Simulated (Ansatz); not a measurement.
**CH5BO2 (SMILES COBO): BLYP/cc-pVDZ**

What is the vertical ionisation energy of CH5BO2 at BLYP/cc-pVDZ? 

The results are computed with Ansatz 0.2.0.

70 further runs of the same task are left out: 70 set aside as unsound or not needed.

## Step 1: The molecule

CH5BO2: 9 atoms, total charge 0, spin state singlet. SMILES: `COBO`. The coordinates come from a PBE0-D4/def2-TZVP relaxation. This is one conformer, not always the lowest.

Bond lengths: C1–O2 1.410 Å, O2–B3 1.356 Å, B3–O4 1.356 Å, C1–H5 1.094 Å, C1–H6 1.092 Å, C1–H7 1.092 Å, B3–H8 1.199 Å, O4–H9 0.962 Å. Some angles: C1–O2–B3 121.7°, O2–B3–O4 119.6°, O2–C1–H5 111.5°, O2–C1–H6 109.2°, O2–C1–H7 109.3°, O2–B3–H8 121.8°, O4–B3–H8 118.6°, B3–O4–H9 112.1°, H5–C1–H6 109.1°, H5–C1–H7 109.0°.

## Step 2: The energy at BLYP/cc-pVDZ

Input file input.yaml:

```yaml
crystal:
  periodic: [false, false, false]
  atoms:
    - {symbol: C, position_ang: [0.281800, 0.801900, -1.057400]}
    - {symbol: O, position_ang: [-0.113500, 0.454800, 0.251000]}
    - {symbol: B, position_ang: [-0.134900, -0.834100, 0.671600]}
    - {symbol: O, position_ang: [-0.524600, -1.118500, 1.938500]}
    - {symbol: H, position_ang: [0.568100, -0.079800, -1.637600]}
    - {symbol: H, position_ang: [1.131400, 1.486400, -1.006200]}
    - {symbol: H, position_ang: [-0.544800, 1.307500, -1.561700]}
    - {symbol: H, position_ang: [0.183900, -1.738400, -0.047600]}
    - {symbol: H, position_ang: [-0.758900, -0.326300, 2.432200]}
basis:
  gaussian:
    orbitals: cc-pVDZ
hamiltonian:
  xc: {name: BLYP}
accuracy: high
output: {orbitals: {seedname: orbitals}}
```

Run with:

```bash
$ ansatz run input.yaml --threads 1 --pin off --max-ram 3480MiB --events-out events.jsonl --progress --plain --runs-dir runs
```

Log:

```text
Warning: RAYON_NUM_THREADS=1 ignored (pool sized by the plan → 1); use --threads N
Functional definition: BLYP
  name "BLYP"
  parameter beta = 0.0042
  parameter a = 0.04918
  parameter b = 0.132
  parameter c = 0.2533
  parameter d = 0.349
  exchange = b88_x(beta = beta)
  correlation = lyp_c(a = a, b = b, c = c, d = d)
1902 factors; integrals over basis functions are off by at most 5.7e-9 eV
mean field evaluation 1: about -5880.5987 eV, gradient 6.8e1 eV
mean field evaluation 2: about -5862.1204 eV, gradient 1.2e2 eV
mean field evaluation 4: about -5889.4733 eV, gradient 5.2e0 eV
mean field evaluation 8: about -5889.5330 eV, gradient 2.4e-1 eV
mean field evaluation 16: about -5889.5331 eV, gradient 1.3e-6 eV
mean field -5889.53310678 eV, -216.4363496052 hartree, gradient 3.1e-8 eV, S^2 0.000000; 0 other end points of the search recorded, 0 dependent functions left out
reference -5889.53316000 eV, -216.4363515611 hartree; 16, 16 occupied and 65, 65 virtual orbitals, 1902 factors
Total energy: -5889.53316000 eV, -216.4363515611 hartree
```

It took 5.1 s on 1 thread of Arm Neoverse V2, shared host; peak memory 0.2 GiB.

## Step 3: The doublet cation, same level

Input file input.yaml:

```yaml
crystal:
  periodic: [false, false, false]
  atoms:
    - symbol: C
      position_ang: [0.281800, 0.801900, -1.057400]
    - symbol: O
      position_ang: [-0.113500, 0.454800, 0.251000]
    - symbol: B
      position_ang: [-0.134900, -0.834100, 0.671600]
    - symbol: O
      position_ang: [-0.524600, -1.118500, 1.938500]
    - symbol: H
      position_ang: [0.568100, -0.079800, -1.637600]
    - symbol: H
      position_ang: [1.131400, 1.486400, -1.006200]
    - symbol: H
      position_ang: [-0.544800, 1.307500, -1.561700]
    - symbol: H
      position_ang: [0.183900, -1.738400, -0.047600]
    - symbol: H
      position_ang: [-0.758900, -0.326300, 2.432200]
basis:
  gaussian:
    orbitals: cc-pVDZ
accuracy: high
magnetization:
  spin_polarized: true
  initial_magnetization: 1
output: {orbitals: {seedname: orbitals}}
total_charge: 1
hamiltonian:
  xc: {name: BLYP}
```

Run with:

```bash
$ ansatz run input.yaml --threads 1 --pin off --max-ram 3480MiB --events-out events.jsonl --progress --plain --runs-dir runs
```

Log, shortened:

```text
Warning: RAYON_NUM_THREADS=1 ignored (pool sized by the plan → 1); use --threads N
[... 9 set-up lines as earlier in the session ...]
1901 factors; integrals over basis functions are off by at most 5.7e-9 eV
mean field evaluation 1: about -5857.9042 eV, gradient 7.2e1 eV
mean field evaluation 2: about -5784.1800 eV, gradient 1.5e2 eV
mean field evaluation 4: about -5875.4764 eV, gradient 2.7e1 eV
mean field evaluation 8: about -5879.2611 eV, gradient 5.2e-1 eV
mean field evaluation 16: about -5879.2596 eV, gradient 2.2e-4 eV
mean field evaluation 32: about -5876.6426 eV, gradient 1.4e1 eV
mean field -5879.25959145 eV, -216.0588048804 hartree, gradient 6.9e-8 eV, S^2 0.755110; 6 other end points of the search recorded, 0 dependent functions left out
reference -5879.25964178 eV, -216.0588067302 hartree; 16, 15 occupied and 65, 66 virtual orbitals, 1901 factors
Total energy: -5879.25964178 eV, -216.0588067302 hartree
```

It took 14 s on 1 thread of Arm Neoverse V2, shared host; peak memory 0.26 GiB.

## Step 4: Results

At BLYP/cc-pVDZ:

```
                                          quantity          value
                      singlet CH5BO2: total energy  -216.43635 Eh
                       singlet CH5BO2: HOMO energy       -6.62 eV
                       singlet CH5BO2: LUMO energy        0.54 eV
                     singlet CH5BO2: HOMO–LUMO gap        7.15 eV
                      doublet cation: total energy  -216.05881 Eh
doublet cation: HOMO energy (highest over α and β)      -14.22 eV
 doublet cation: LUMO energy (lowest over α and β)      -13.91 eV
                              doublet cation: ⟨S²⟩          0.755
vertical ionisation energy (to the doublet cation)      10.274 eV
```

The vertical ionisation energy comes to 10.27 eV (991 kJ/mol). −ε(HOMO) before ionisation, 6.62 eV, is 3.66 eV below this ionisation energy.
